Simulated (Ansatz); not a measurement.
# GaHCl2: energies and forces away from the minimum

Aim: displace all atoms at random from the minimum and see how well density functionals give the CCSD(T) energy and forces there.

Method: single points with forces in def2-TZVPP; program: Ansatz 0.2.0, Gaussian basis.

Levels: PBE-D4, r2SCAN-D4, PBE0-D4, wB97M-V, Hartree-Fock, MP2, CCSD, CCSD(T). Each coordinate is moved by a Gaussian draw of the width named (0.7 of it for atoms other than hydrogen): 0.09, 0.02 Å.

Cores are frozen in the correlated methods. Filled d shells of the heavier atoms are correlated.

42 further runs of the same task are left out: 42 set aside as unsound or not needed.

**1. Where the work starts**

The minimum, relaxed at PBE0-D4: SMILES `[Cl][GaH][Cl]`, 4 atoms, charge 0, spin multiplicity 1.

Atoms are counted from 1 here; the program's logs count them from 0.

Bond lengths: Cl1–Ga2 2.128 Å, Ga2–Cl3 2.128 Å, Ga2–H4 1.545 Å. Angles: Cl1–Ga2–Cl3 115.1°, Cl1–Ga2–H4 122.4°, Cl3–Ga2–H4 122.4°.

As a file:

```
Cl   -1.9411   -0.0992   -0.5634
Ga    0.1043    0.1439   -0.0294
Cl    1.0310   -1.5799    0.8058
H     0.8613    1.4749   -0.2333
```

Energies of the minimum (eV), from earlier single points: PBE-D4 -77425.15866, r2SCAN-D4 -77441.44912, PBE0-D4 -77428.28968, B3LYP-D4 -77445.66149, wB97M-V -77439.24881, CCSD(T) -77379.00282.

**2. Structure 1, width 0.09 Å**

pbe-tzvpp/in.yaml

```yaml
crystal:
  periodic: [false, false, false]
  atoms:
    - {symbol: Cl, position_ang: [-1.975045, 0.017306, -0.501037]}
    - {symbol: Ga, position_ang: [0.107645, 0.107544, 0.004732]}
    - {symbol: Cl, position_ang: [1.028395, -1.536057, 0.827604]}
    - {symbol: H, position_ang: [0.702267, 1.488458, -0.177310]}
basis:
  gaussian: {orbitals: def2-TZVPP}
hamiltonian: {xc: pbe, dispersion: d4}
output: {forces: true}
```

r2scan-tzvpp/in.yaml, as changes to pbe-tzvpp/in.yaml:

```diff
-hamiltonian: {xc: pbe, dispersion: d4}
+hamiltonian: {xc: r2scan, dispersion: d4}
```

pbe0-tzvpp/in.yaml:

```diff
-hamiltonian: {xc: pbe, dispersion: d4}
-output: {forces: true}
+hamiltonian: {xc: pbe0, dispersion: d4}
+output: {forces: true, orbitals: {seedname: orbitals}}
```

wb97mv-tzvpp/in.yaml:

```diff
-hamiltonian: {xc: pbe, dispersion: d4}
+hamiltonian: {xc: {name: wB97M-V}}
```

ccsdt-tzvpp/in.yaml:

```diff
-hamiltonian: {xc: pbe, dispersion: d4}
+correlation: {method: ccsd_t}
```

The same command starts each run, in its folder.

Launch:

```console
> ansatz run in.yaml --threads 2 --pin off --events-out ev --progress --plain --max-ram 4352MiB
```

Output in pbe-tzvpp:

```text
Functional definition: PBE
  name "PBE"
  cite "Perdew, Burke & Ernzerhof, Phys. Rev. Lett. 77, 3865 (1996) doi:10.1103/PhysRevLett.77.3865"
  parent pbe
  parameter kappa = 0.804
  parameter beta = 0.06672455060314922
  exchange = pbe_x(kappa = kappa, mu = beta*pi^2/3)
  correlation = pbe_c(beta = beta)
1015 factors; their error is unknown
mean field evaluation 1: about -77422.9250 eV, gradient 3.9e1 eV
mean field evaluation 2: about -77419.9882 eV, gradient 6.6e1 eV
mean field evaluation 4: about -77424.9701 eV, gradient 2.0e0 eV
mean field evaluation 8: about -77424.9537 eV, gradient 4.2e-2 eV
mean field evaluation 16: about -77424.9537 eV, gradient 5.2e-6 eV
mean field -77424.95372935 eV, -2845.3145690351 hartree, gradient 5.2e-6 eV, S^2 0.000000; 0 other end points of the search recorded, 0 dependent functions left out
the calculation of the forces begins
reference -77424.95376448 eV, -2845.3145703262 hartree; 33, 33 occupied and 113, 113 virtual orbitals, 1015 factors
Total energy: -77425.05579520 eV, -2845.3183198860 hartree
Atom 0 at    -1.975045     0.017306    -0.501037 Å, force    -0.165490    -0.207362    -0.043746 eV/Å
Atom 1 at     0.107645     0.107544     0.004732 Å, force    -0.917745     0.977702    -0.402872 eV/Å
Atom 2 at     1.028395    -1.536057     0.827604 Å, force     0.643479    -1.254825     0.541101 eV/Å
Atom 3 at     0.702267     1.488458    -0.177310 Å, force     0.439756     0.484485    -0.094483 eV/Å
Dipole moment:     0.256992     0.162932    -0.017285 e Å
```

r2scan-tzvpp printed (excerpt; [...] marks lines left out):

```text
Functional definition: r2SCAN
  name "r2SCAN"
  cite "Furness, Kaplan, Ning, Perdew & Sun, J. Phys. Chem. Lett. 11, 8208 (2020) doi:10.1021/acs.jpclett.0c02405"
  cite "Furness, Kaplan, Ning, Perdew & Sun, J. Phys. Chem. Lett. 11, 9248 (2020) doi:10.1021/acs.jpclett.0c03077"
  parent r2scan
[...]
1015 factors; their error is unknown
[...]
mean field -77441.34550847 eV, -2845.9169558068 hartree, gradient 1.0e-5 eV, S^2 0.000000; 0 other end points of the search recorded, 0 dependent functions left out
[...]
reference -77441.34551824 eV, -2845.9169561660 hartree; 33, 33 occupied and 113, 113 virtual orbitals, 1015 factors
Total energy: -77441.36718288 eV, -2845.9177523270 hartree
Atom 0 at    -1.975045     0.017306    -0.501037 Å, force     0.118563    -0.211950     0.027071 eV/Å
Atom 1 at     0.107645     0.107544     0.004732 Å, force    -0.985117     0.946725    -0.373324 eV/Å
Atom 2 at     1.028395    -1.536057     0.827604 Å, force     0.499670    -1.011364     0.413646 eV/Å
Atom 3 at     0.702267     1.488458    -0.177310 Å, force     0.366884     0.276588    -0.067393 eV/Å
Dipole moment:     0.270103     0.172728    -0.019931 e Å
```

Output in pbe0-tzvpp (excerpt; [...] marks lines left out):

```text
Functional definition: PBE0
  name "PBE0"
  cite "Adamo & Barone, J. Chem. Phys. 110, 6158 (1999) doi:10.1063/1.478522"
[... 2 set-up lines as earlier in the session ...]
[...]
1122 factors; their error is unknown
[...]
mean field -77428.11593322 eV, -2845.4307778839 hartree, gradient 1.5e-5 eV, S^2 0.000000; 0 other end points of the search recorded, 0 dependent functions left out
[...]
reference -77428.11595973 eV, -2845.4307788582 hartree; 33, 33 occupied and 113, 113 virtual orbitals, 1122 factors
Total energy: -77428.20314802 eV, -2845.4339829686 hartree
Atom 0 at    -1.975045     0.017306    -0.501037 Å, force     0.098898    -0.208385     0.020031 eV/Å
Atom 1 at     0.107645     0.107544     0.004732 Å, force    -1.030295     0.873853    -0.367591 eV/Å
Atom 2 at     1.028395    -1.536057     0.827604 Å, force     0.522045    -1.042466     0.429554 eV/Å
Atom 3 at     0.702267     1.488458    -0.177310 Å, force     0.409351     0.376997    -0.081995 eV/Å
Dipole moment:     0.275138     0.176368    -0.021739 e Å
```

Log of wb97mv-tzvpp (excerpt; [...] marks lines left out):

```text
Functional definition: wB97M-V
  name "wB97M-V"
  cite "Mardirossian & Head-Gordon, J. Chem. Phys. 144, 214110 (2016) doi:10.1063/1.4952647"
  cite "Becke, J. Chem. Phys. 107, 8554 (1997) doi:10.1063/1.475007"
  cite "Vydrov & Van Voorhis, J. Chem. Phys. 133, 244103 (2010) doi:10.1063/1.3521275"
  # Of w^i u^j: cxij and so on, Table III.
[...]
  gx(w, u) = 1 - cx + cx01*u + cx10*w
  gss(w, u) = css00 + css04*u^4 + css10*w + css20*w^2 + css43*w^4*u^3
  gos(w, u) = cos00 + cos10*w + (cos20 + cos21*u)*w^2 + (cos60 + cos61*u)*w^6
[...]
      + integral(e_c_pw_mod_opposite_spin*gos(b97_w_opposite, b97_u_opposite)) + vv10(b, c)
1082 factors; their error is unknown
182 factors; integrals over basis functions are off by at most 3.0e-5 eV
[...]
mean field -77439.16290720 eV, -2845.8367466896 hartree, gradient 7.2e-5 eV, S^2 0.000000; 0 other end points of the search recorded, 0 dependent functions left out
[...]
reference -77439.16294702 eV, -2845.8367481532 hartree; 33, 33 occupied and 113, 113 virtual orbitals, 1082 factors
Total energy: -77439.16294702 eV, -2845.8367481532 hartree
Atom 0 at    -1.975045     0.017306    -0.501037 Å, force     0.084866    -0.217032     0.018194 eV/Å
Atom 1 at     0.107645     0.107544     0.004732 Å, force    -0.984665     1.023586    -0.392728 eV/Å
Atom 2 at     1.028395    -1.536057     0.827604 Å, force     0.533305    -1.074797     0.442730 eV/Å
Atom 3 at     0.702267     1.488458    -0.177310 Å, force     0.366494     0.268243    -0.068196 eV/Å
Dipole moment:     0.278287     0.175298    -0.021673 e Å
```

Log of ccsdt-tzvpp (excerpt; [...] marks lines left out):

```text
Functional definition: HF
  name "HF"
  cite "Fock, Z. Phys. 61, 126 (1930) doi:10.1007/BF01340294"
[... 1 set-up line as earlier in the session ...]
[...]
895 factors; integrals over basis functions are off by at most 9.7e-4 eV
[...]
mean field -77361.17274741 eV, -2842.9706611811 hartree, gradient 2.8e-6 eV, S^2 0.000000; 0 other end points of the search recorded, 0 dependent functions left out
19 core orbitals not correlated: weight in the atoms' cores, before any rotation towards them, 1.000 or more for the frozen orbitals, at most 0.000 for the correlated occupied ones
reference -77361.17274741 eV, -2842.9706611811 hartree; 14, 14 occupied and 113, 113 virtual orbitals, 895 factors
second order -16.21912286 eV of doubles, -0.00000000 eV of singles
cycle   1  -16.50499803 eV  change   -2.9e-1 eV  update   9.1e-2
[...]
cycle  10  -17.02301681 eV  change    8.7e-6 eV  update   3.7e-6
perturbative correction -0.71722238 eV, -0.0263574362 hartree
[...]
working
Total energy: -77378.91298660 eV, -2843.6226029466 hartree
Atom 0 at    -1.975045     0.017306    -0.501037 Å, force     0.040525    -0.207797     0.002114 eV/Å
Atom 1 at     0.107645     0.107544     0.004732 Å, force    -1.023070     1.037876    -0.408948 eV/Å
Atom 2 at     1.028395    -1.536057     0.827604 Å, force     0.590559    -1.141251     0.480163 eV/Å
Atom 3 at     0.702267     1.488458    -0.177310 Å, force     0.391986     0.311172    -0.073330 eV/Å
Dipole moment:     0.271249     0.163258    -0.021532 e Å
```

Times: 1.6 s (pbe-tzvpp), 4 s (r2scan-tzvpp), 2.8 s (pbe0-tzvpp), 8 s (wb97mv-tzvpp), 2.1 min (ccsdt-tzvpp) on 2 threads of Arm Neoverse V2, shared host; peak memory 1.3 GiB.

```
   method  RMS force component (eV/Å)  RMS error against CCSD(T) (eV/Å)  angle to CCSD(T) forces (°)  dipole (D)
   PBE-D4                       0.629                             0.096                          8.7        1.46
r2SCAN-D4                       0.557                             0.064                          3.5        1.54
  PBE0-D4                       0.568                             0.067                          5.1        1.57
  wB97M-V                       0.583                             0.036                          2.2        1.58
  CCSD(T)                       0.611                         reference                    reference        1.52
```

**3. Structure 2, width 0.02 Å**

pbe-tzvpp/in.yaml

```yaml
crystal:
  periodic: [false, false, false]
  atoms:
    - {symbol: Cl, position_ang: [-1.942829, -0.077177, -0.562967]}
    - {symbol: Ga, position_ang: [0.125372, 0.142636, -0.046812]}
    - {symbol: Cl, position_ang: [1.018101, -1.567633, 0.799930]}
    - {symbol: H, position_ang: [0.896992, 1.488796, -0.235345]}
basis:
  gaussian: {orbitals: def2-TZVPP}
hamiltonian: {xc: pbe, dispersion: d4}
output: {forces: true}
```

r2scan-tzvpp/in.yaml differs from pbe-tzvpp/in.yaml so:

```diff
-hamiltonian: {xc: pbe, dispersion: d4}
+hamiltonian: {xc: r2scan, dispersion: d4}
```

pbe0-tzvpp/in.yaml:

```diff
-hamiltonian: {xc: pbe, dispersion: d4}
-output: {forces: true}
+hamiltonian: {xc: pbe0, dispersion: d4}
+output: {forces: true, orbitals: {seedname: orbitals}}
```

wb97mv-tzvpp/in.yaml:

```diff
-hamiltonian: {xc: pbe, dispersion: d4}
+hamiltonian: {xc: {name: wB97M-V}}
```

ccsdt-tzvpp/in.yaml:

```diff
-hamiltonian: {xc: pbe, dispersion: d4}
+correlation: {method: ccsd_t}
```

Each run has its own folder and the same command.

Launch:

```console
> ansatz run in.yaml --threads 2 --pin off --events-out ev --progress --plain --max-ram 4352MiB
```

pbe-tzvpp printed (excerpt; [...] marks lines left out):

```text
[... 4 set-up lines as earlier in the session ...]
[...]
1015 factors; their error is unknown
[...]
mean field -77425.04848558 eV, -2845.3180512622 hartree, gradient 3.4e-6 eV, S^2 0.000000; 0 other end points of the search recorded, 0 dependent functions left out
[...]
reference -77425.04852099 eV, -2845.3180525637 hartree; 33, 33 occupied and 113, 113 virtual orbitals, 1015 factors
Total energy: -77425.15037603 eV, -2845.3217956673 hartree
Atom 0 at    -1.942829    -0.077177    -0.562967 Å, force    -0.054831     0.004166    -0.039600 eV/Å
Atom 1 at     0.125372     0.142636    -0.046812 Å, force    -0.134614     0.648028    -0.177341 eV/Å
Atom 2 at     1.018101    -1.567633     0.799930 Å, force     0.275177    -0.512941     0.232614 eV/Å
Atom 3 at     0.896992     1.488796    -0.235345 Å, force    -0.085732    -0.139253    -0.015672 eV/Å
Dipole moment:     0.191676     0.259186    -0.043467 e Å
```

Output in r2scan-tzvpp (excerpt; [...] marks lines left out):

```text
[... 5 set-up lines as earlier in the session ...]
[...]
1015 factors; their error is unknown
[...]
mean field -77441.41681037 eV, -2845.9195761036 hartree, gradient 7.8e-6 eV, S^2 0.000000; 0 other end points of the search recorded, 0 dependent functions left out
[...]
reference -77441.41682018 eV, -2845.9195764640 hartree; 33, 33 occupied and 113, 113 virtual orbitals, 1015 factors
Total energy: -77441.43845281 eV, -2845.9203714485 hartree
Atom 0 at    -1.942829    -0.077177    -0.562967 Å, force     0.239034     0.031520     0.033874 eV/Å
Atom 1 at     0.125372     0.142636    -0.046812 Å, force    -0.180150     0.572975    -0.151908 eV/Å
Atom 2 at     1.018101    -1.567633     0.799930 Å, force     0.141363    -0.266264     0.107775 eV/Å
Atom 3 at     0.896992     1.488796    -0.235345 Å, force    -0.200248    -0.338231     0.010260 eV/Å
Dipole moment:     0.202242     0.274445    -0.046597 e Å
```

Log of pbe0-tzvpp (excerpt; [...] marks lines left out):

```text
[... 5 set-up lines as earlier in the session ...]
[...]
1122 factors; their error is unknown
[...]
mean field -77428.19342449 eV, -2845.4336256354 hartree, gradient 2.1e-5 eV, S^2 0.000000; 0 other end points of the search recorded, 0 dependent functions left out
[...]
reference -77428.19345117 eV, -2845.4336266159 hartree; 33, 33 occupied and 113, 113 virtual orbitals, 1122 factors
Total energy: -77428.28053211 eV, -2845.4368267813 hartree
Atom 0 at    -1.942829    -0.077177    -0.562967 Å, force     0.218882     0.031176     0.027874 eV/Å
Atom 1 at     0.125372     0.142636    -0.046812 Å, force    -0.220127     0.515541    -0.145611 eV/Å
Atom 2 at     1.018101    -1.567633     0.799930 Å, force     0.155352    -0.288382     0.119073 eV/Å
Atom 3 at     0.896992     1.488796    -0.235345 Å, force    -0.154108    -0.258335    -0.001336 eV/Å
Dipole moment:     0.206192     0.280302    -0.048142 e Å
```

Log of wb97mv-tzvpp (excerpt; [...] marks lines left out):

```text
[... 5 set-up lines as earlier in the session ...]
  # Of w^i u^j: cxij and so on, Table III.
[...]
  gx(w, u) = 1 - cx + cx01*u + cx10*w
  gss(w, u) = css00 + css04*u^4 + css10*w + css20*w^2 + css43*w^4*u^3
  gos(w, u) = cos00 + cos10*w + (cos20 + cos21*u)*w^2 + (cos60 + cos61*u)*w^6
[...]
      + integral(e_c_pw_mod_opposite_spin*gos(b97_w_opposite, b97_u_opposite)) + vv10(b, c)
1082 factors; their error is unknown
182 factors; integrals over basis functions are off by at most 3.4e-5 eV
[...]
mean field -77439.23719133 eV, -2845.8394765812 hartree, gradient 6.4e-5 eV, S^2 0.000000; 0 other end points of the search recorded, 0 dependent functions left out
[...]
reference -77439.23723158 eV, -2845.8394780603 hartree; 33, 33 occupied and 113, 113 virtual orbitals, 1082 factors
Total energy: -77439.23723158 eV, -2845.8394780603 hartree
Atom 0 at    -1.942829    -0.077177    -0.562967 Å, force     0.212477     0.024850     0.027818 eV/Å
Atom 1 at     0.125372     0.142636    -0.046812 Å, force    -0.153326     0.646389    -0.165785 eV/Å
Atom 2 at     1.018101    -1.567633     0.799930 Å, force     0.157020    -0.304815     0.124804 eV/Å
Atom 3 at     0.896992     1.488796    -0.235345 Å, force    -0.216171    -0.366424     0.013162 eV/Å
Dipole moment:     0.207345     0.280755    -0.048392 e Å
```

Output in ccsdt-tzvpp (excerpt; [...] marks lines left out):

```text
[... 4 set-up lines as earlier in the session ...]
[...]
896 factors; integrals over basis functions are off by at most 9.0e-4 eV
[...]
mean field -77361.27059800 eV, -2842.9742571240 hartree, gradient 2.8e-6 eV, S^2 0.000000; 0 other end points of the search recorded, 0 dependent functions left out
19 core orbitals not correlated: weight in the atoms' cores, before any rotation towards them, 1.000 or more for the frozen orbitals, at most 0.000 for the correlated occupied ones
reference -77361.27059800 eV, -2842.9742571240 hartree; 14, 14 occupied and 113, 113 virtual orbitals, 896 factors
second order -16.18596245 eV of doubles, -0.00000000 eV of singles
cycle   1  -16.48174264 eV  change   -3.0e-1 eV  update   9.2e-2
[...]
cycle  10  -17.00231659 eV  change    8.7e-6 eV  update   3.5e-6
perturbative correction -0.71869695 eV, -0.0264116259 hartree
[...]
working
Total energy: -77378.99161154 eV, -2843.6254923599 hartree
Atom 0 at    -1.942829    -0.077177    -0.562967 Å, force     0.157184     0.037321     0.007317 eV/Å
Atom 1 at     0.125372     0.142636    -0.046812 Å, force    -0.175501     0.635587    -0.169197 eV/Å
Atom 2 at     1.018101    -1.567633     0.799930 Å, force     0.205978    -0.355306     0.155916 eV/Å
Atom 3 at     0.896992     1.488796    -0.235345 Å, force    -0.187660    -0.317601     0.005964 eV/Å
Dipole moment:     0.199447     0.268793    -0.047322 e Å
```

Times: 1.8 s (pbe-tzvpp), 4.3 s (r2scan-tzvpp), 3.1 s (pbe0-tzvpp), 9 s (wb97mv-tzvpp), 2 min (ccsdt-tzvpp) on 2 threads of Arm Neoverse V2, shared host; peak memory 1.3 GiB.

```csv
method,RMS force component (eV/Å),RMS error against CCSD(T) (eV/Å),angle to CCSD(T) forces (°),dipole (D)
PBE-D4,0.273,0.103,22.2,1.56
r2SCAN-D4,0.242,0.047,9.8,1.65
PBE0-D4,0.223,0.053,8.9,1.69
wB97M-V,0.263,0.033,7.3,1.69
CCSD(T),0.261,reference,reference,1.62
```

**4. All structures together**

Energy above the minimum (kcal/mol):

```
structure  width (Å)  PBE-D4  r2SCAN-D4  PBE0-D4  wB97M-V  Hartree-Fock  MP2  CCSD  CCSD(T)
        1       0.09     2.4        1.9      2.0      2.0           2.5  1.8   2.0      2.1
        2       0.02     0.2        0.2      0.2      0.3           0.2  0.3   0.3      0.3
```

What each level costs and misses (shared host):

```
      method  mean energy error from CCSD(T) (kcal/mol)        mean time a point
      PBE-D4                                        0.2                    1.6 s
   r2SCAN-D4                                        0.1                    4.1 s
     PBE0-D4                                        0.1                      3 s
     wB97M-V                                        0.1                    8.5 s
Hartree-Fock                                        0.2  part of the CCSD(T) run
         MP2                                        0.2  part of the CCSD(T) run
        CCSD                                        0.0  part of the CCSD(T) run
     CCSD(T)                                          0                    2 min
```

The best functional, wB97M-V, misses by 0.1 kcal/mol and takes 8.5 s a point, against 2 min for CCSD(T).

**5. Outcome**

| quantity | value |
| --- | --- |
| energy above the minimum, CCSD(T) | 2.1, 0.3 kcal/mol |
| mean energy error | PBE-D4 0.2, r2SCAN-D4 0.1, PBE0-D4 0.1, wB97M-V 0.1, Hartree-Fock 0.2, MP2 0.2, CCSD 0.0 kcal/mol |
| mean RMS force error | PBE-D4 0.100, r2SCAN-D4 0.056, PBE0-D4 0.060, wB97M-V 0.035 eV/Å |
| largest T1 diagnostic | 0.011 |

In words: In energy CCSD is nearest to CCSD(T) and Hartree-Fock farthest. For forces wB97M-V is best, off by 8 % of the typical force, and PBE-D4 worst (23 %); with few structures and a triple-zeta reference, gaps of a few points rank nothing.
